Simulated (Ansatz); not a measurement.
What does this script print? It uses the Ansatz DFT code, driven from Python.

Contents of `ch4ge.xyz`:
```text
6

C    -0.07170   -0.45740   -0.41960
Ge    0.73590    0.29770    1.15970
H    -1.24840   -0.46720   -0.27980
H     0.34900   -1.41680   -0.64550
H     0.09190    0.24540   -1.31170
H     0.18540    1.73430    1.45060
```

`ch4ge_relaxed_scan.py`:
```python
import ansatz as az
import numpy as np

ch4ge = az.Crystal.molecule_from_extxyz("ch4ge.xyz")

setup = (
    ch4ge.calculation()
    .basis(gaussian="def2-SVP")
    .functional("pbe0", dispersion="d4")
)
symbols = [site.symbol for site in ch4ge.cartesian_sites]
pairs = [(0, 1), (0, 2), (0, 3), (0, 4), (1, 5)]
print("held (A)   E (eV)        ", "  ".join(f"{symbols[i]}{i}-{symbols[j]}{j}" for i, j in pairs))
for length in [0.99, 1.07, 1.16, 1.29, 1.45]:
    rep = setup.relax(constraints=[az.DistanceConstraint((0, 3), at=length)], force_tolerance=0.02, max_steps=60).run(threads=1, backend="cpu").report
    xyz = np.array(rep["positions_ang"])
    print(f"{length:6.2f} {rep['free_energy_ev']:14.5f}  ", "  ".join(f"{np.linalg.norm(xyz[i] - xyz[j]):.3f}" for i, j in pairs))
```

```console
$ python ch4ge_relaxed_scan.py
held (A)   E (eV)         C0-Ge1  C0-H2  C0-H3  C0-H4  Ge1-H5
DeckWarning: relax.constraints: the input's atoms, or those drawn, lie off the distances that are held; a relaxation that starts there is brought onto them ahead of its first SCF, by positions alone, [...]
  0.99   -57602.55111   1.992  1.104  0.990  1.104  1.601
  1.07   -57602.78582   1.991  1.104  1.070  1.104  1.602
  1.16   -57602.74499   1.990  1.104  1.160  1.104  1.603
  1.29   -57602.36862   1.987  1.104  1.290  1.104  1.604
  1.45   -57601.69023   1.983  1.104  1.450  1.103  1.605
```
(Warnings from the package without file and line, shortened, repeats left out.)

Total energies depend on the basis set; only differences at equal settings carry meaning. The energies are electronic: no zero-point or thermal terms, and the basis set is short of its limit. Finished in 61 s on 1 thread of Arm Neoverse V2, with other jobs on the host, peak memory 0.2 GiB.
